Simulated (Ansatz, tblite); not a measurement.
# The cluster H5Au4−: rung by rung

How do method and basis change the picture of the cluster H5Au4− (singlet)?

The runs use Ansatz 0.2.0, Gaussian basis; as each input shows.

Plan: GFN1-xTB, GFN2-xTB, PBE-D4/def2-TZVPD, r2SCAN-D4/def2-TZVPD, B3LYP-D4/def2-TZVPD, HSE06-D4/def2-TZVPD, revPBE-D4/def2-TZVPD, BHLYP-D4/def2-TZVPD, ωB97M-V/def2-TZVPD, CAM-B3LYP-D4/def2-TZVPD, LDA/def2-TZVPD, PBE-D4/def2-SVPD, PBE0-D4/def2-SVPD, MP2/def2-TZVPD, RPA/def2-TZVPD.

1 further run of the same task is left out (set aside as unsound or not needed).

## 1. The relaxed structure

The geometry is that of the singlet, from an earlier relaxation (r2SCAN-D4/def2-SVPD). At that level it is the lowest of the isomers that a small search found.

9 atoms, charge -1, spin multiplicity 1.

Bond lengths: Au1–Au2 2.747 Å, Au1–Au4 2.778 Å, Au1–H5 1.730 Å, Au1–H6 1.694 Å, Au2–Au3 2.778 Å, Au2–H5 1.731 Å, Au2–H8 1.694 Å, Au3–H8 1.790 Å, Au3–H9 1.604 Å, Au4–H6 1.790 Å, Au4–H7 1.604 Å. Angles: Au2–Au1–Au4 169.2°, Au2–Au1–H5 37.5°, Au2–Au1–H6 145.5°, Au4–Au1–H5 139.9°, Au4–Au1–H6 38.3°, H5–Au1–H6 175.1°, Au1–Au2–Au3 176.4°, Au1–Au2–H5 37.5°, Au1–Au2–H8 145.0°, Au3–Au2–H5 139.2°, Au3–Au2–H8 38.3°, H5–Au2–H8 177.5°, Au2–Au3–H8 36.0°, Au2–Au3–H9 156.5°, H8–Au3–H9 167.5°, Au1–Au4–H6 35.9°, Au1–Au4–H7 156.6°, H6–Au4–H7 167.4° and more.

Coordinates:

```
atom    x (Å)    y (Å)    z (Å)
 Au1   0.2169  -0.4137  -1.3169
 Au2   0.0706   0.5900   1.2361
 Au3  -0.0235   1.4505   3.8757
 Au4  -0.1576  -1.4558  -3.8650
  H5   0.0882  -0.8917   0.3412
  H6   0.4506  -0.0411  -2.9532
  H7  -0.6012  -2.5381  -4.9626
  H8   0.0382   2.0010   2.1735
  H9  -0.0822   1.2988   5.4713
```

Au takes a core potential in the def2 sets. No spin-orbit coupling is included. The ion is computed in the gas phase, without counter-ions or solvent.

PBE0-D4/def2-TZVPD was run before; its log isn't repeated, and its numbers join the tables.

## 2. GFN1-xTB

Tight binding, by tblite at 300 K electronic temperature and without a spin-polarisation term:

```python
tblite.interface.Calculator('GFN1-xTB', numbers, positions, charge=-1, uhf=0).singlepoint()
```

Energy -510.6233 eV, HOMO -6.97 eV, LUMO -4.34 eV; 0.023 s.

## 3. GFN2-xTB

Tight binding, by tblite at 300 K electronic temperature and without a spin-polarisation term:

```python
tblite.interface.Calculator('GFN2-xTB', numbers, positions, charge=-1, uhf=0).singlepoint()
```

Energy -498.9482 eV, HOMO -5.78 eV, LUMO 0.59 eV; 0.018 s.

## 4. PBE-D4/def2-TZVPD

start.molden holds the orbitals of an earlier run on this state, given as this run's starting guess.

File in.yaml:

```yaml
crystal:
  periodic: [false, false, false]
  atoms:
    - {symbol: Au, position_ang: [0.216940, -0.413688, -1.316900]}
    - {symbol: Au, position_ang: [0.070580, 0.590029, 1.236051]}
    - {symbol: Au, position_ang: [-0.023479, 1.450514, 3.875657]}
    - {symbol: Au, position_ang: [-0.157609, -1.455756, -3.865045]}
    - {symbol: H, position_ang: [0.088245, -0.891696, 0.341165]}
    - {symbol: H, position_ang: [0.450586, -0.041095, -2.953194]}
    - {symbol: H, position_ang: [-0.601185, -2.538075, -4.962612]}
    - {symbol: H, position_ang: [0.038155, 2.000964, 2.173535]}
    - {symbol: H, position_ang: [-0.082211, 1.298813, 5.471333]}
basis:
  gaussian: {orbitals: def2-TZVPD, initial_orbitals: start.molden}
total_charge: -1
hamiltonian: {xc: pbe, dispersion: d4}
scf: {omitted_lower_state_checks: [starts]}
output: {orbitals: {seedname: orbitals}}
```

The run is started by

```console
$ ansatz run in.yaml --threads 4 --pin off --events-out ev --progress --plain --max-ram 3916MiB
```

After this run come: r2SCAN-D4/def2-TZVPD; B3LYP-D4/def2-TZVPD; HSE06-D4/def2-TZVPD; revPBE-D4/def2-TZVPD; BHLYP-D4/def2-TZVPD; ωB97M-V/def2-TZVPD; CAM-B3LYP-D4/def2-TZVPD; LDA/def2-TZVPD; PBE-D4/def2-SVPD; PBE0-D4/def2-SVPD; MP2/def2-TZVPD; RPA/def2-TZVPD.

**Question.** What will the summary of the whole plan be? Wanted: gap in def2-TZVPD, named functionals, smallest and largest; correlation energy, MP2/def2-TZVPD; PBE0 total energy, smallest basis above largest.

The runs gave:

```
                                                  quantity                             value
gap in def2-TZVPD, named functionals, smallest and largest  3.58 eV (LDA), 8.72 eV (ωB97M-V)
                        correlation energy, MP2/def2-TZVPD                         -51.81 eV
           PBE0 total energy, smallest basis above largest   1.08 eV (def2-SVPD, def2-TZVPD)
```

In words: Orbital gaps of the named functionals in def2-TZVPD span 3.58 eV (LDA) to 8.72 eV (ωB97M-V); exact exchange widens it.
